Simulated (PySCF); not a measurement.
# C₉H₉N: geometry, NMR shifts and electronic excitations

What NMR shifts and electronic excitations should C₉H₉N (`C=C=CCc1ccccn1`) show?

Programs: PySCF 2.14.0, with density-fitted response routines of our own. Each step states its level of theory. These are calculated values for one molecule in the gas phase, unless marked as measured. Atoms are numbered from 0 throughout.

**1. The starting structure**

19 atoms, charge 0, multiplicity 1; geometry from: GFN2-xTB.

Bonds of the start (Å): C0–C1 1.29, C1–C2 1.30, C2–C3 1.51, C3–C4 1.50, C4–C5 1.39, C5–C6 1.38, C6–C7 1.39, C7–C8 1.38, C8–N9 1.32, N9–C4 1.33, C0–H10 1.08, C0–H11 1.08, C2–H12 1.08, C3–H13 1.09, C3–H14 1.09, C5–H15 1.08, C6–H16 1.08, C7–H17 1.08, C8–H18 1.08.

**2. Relaxing the molecule at PBE0-D3(BJ)/def2-SVP**

What the job is given:

```
{"job": {"xc": "PBE0", "basis": "def2-SVP", "d3": "d3bj", "grid": 1, "kind": "geom"}, "charge": 0, "multiplicity": 1}
C      3.759412     0.443875     0.488696
C      2.707390    -0.291178     0.318133
C      1.657775    -1.024936     0.119130
C      0.644420    -0.770679    -0.969071
C     -0.638773    -0.298910    -0.342618
C     -0.760459     1.000138     0.145761
C     -1.947852     1.376167     0.746271
C     -2.974339     0.447368     0.837829
C     -2.753381    -0.819384     0.323418
N     -1.619263    -1.185529    -0.247903
H      3.747341     1.313783     1.126855
H      4.700263     0.210816     0.014697
H      1.439259    -1.858616     0.773134
H      0.448723    -1.698942    -1.507716
H      1.024365    -0.016357    -1.659871
H      0.064874     1.690053     0.053627
H     -2.073823     2.375607     1.137952
H     -3.917878     0.700634     1.295247
H     -3.517858    -1.584659     0.369297
```

**Question.** This job is followed by: GIAO PBE0/pcSseg-1 NMR shielding, non-relativistic, gas phase; TDDFT wB97X-D/def2-SVPD, vertical, gas phase, core orbitals frozen in the response; GIAO KT2/pcSseg-1 NMR shielding, non-relativistic, gas phase. What will the session give for the following? point group; rotational constants (main isotopes); 13C shifts against TMS (PBE0/pcSseg-1); 1H shifts against TMS (PBE0/pcSseg-1, means over atoms taken as alike); 15N shifts against NH3 (PBE0/pcSseg-1); lowest singlet (wB97X-D/def2-SVPD); brightest single state of those computed; lowest triplet; vertical ionisation energy (ΔSCF); range of the shift of N9.

As calculated:

```
                                                              quantity                                                           value
                                                           point group                                                              C1
                                  rotational constants (main isotopes)                                            3.59, 0.70, 0.62 GHz
                                13C shifts against TMS (PBE0/pcSseg-1)  223.0, 166.6, 154.8, 141.6, 129.5, 126.2, 97.2, 78.9, 43.4 ppm
1H shifts against TMS (PBE0/pcSseg-1, means over atoms taken as alike)                    8.61, 7.70, 7.36, 7.08, 5.46, 5.03, 3.44 ppm
                                15N shifts against NH3 (PBE0/pcSseg-1)                                                       357.3 ppm
                                    lowest singlet (wB97X-D/def2-SVPD)                                     5.08 eV (244 nm), f = 0.008
                              brightest single state of those computed                                     state 9, 7.24 eV, f = 0.742
                                                        lowest triplet                                                         4.27 eV
                                     vertical ionisation energy (ΔSCF)                                                         8.99 eV
                                              range of the shift of N9                                              329.4 to 357.3 ppm
```

**Reading.** The optimisation took 8 steps and gained 0.068 eV; among the close pairs (by a distance rule), C0–H11 changed most, from 1.079 to 1.095 Å. The most deshielded carbon is C1 (central carbon of an allene), at 223.0 ppm: the central sp carbon of an allene is among the most deshielded carbons of hydrocarbons. At PBE0/pcSseg-1: Shielding is most anisotropic at N9 (span 656 ppm, paramagnetic term -423 ppm). NICS(1)zz of -28 ppm above the planar ring from C4 marks a diatropic (aromatic) ring current. The first singlet state (HOMO−1→LUMO 0.44, HOMO−2→LUMO 0.25) lies at 5.08 eV and is weak; of the 10 states computed, the strongest absorption comes from state 9 at 7.24 eV. The lowest triplet lies 0.81 eV below the lowest singlet (triplets in Tamm-Dancoff, singlets in full TDDFT). The orbital energy would give 8.94 eV for ionisation, ΔSCF gives 8.99 eV. In ppm, N9 moves most: its shift spreads over 27.9 ppm, from 329.4 (KT2/pcSseg-1) to 357.3 (PBE0/pcSseg-1).
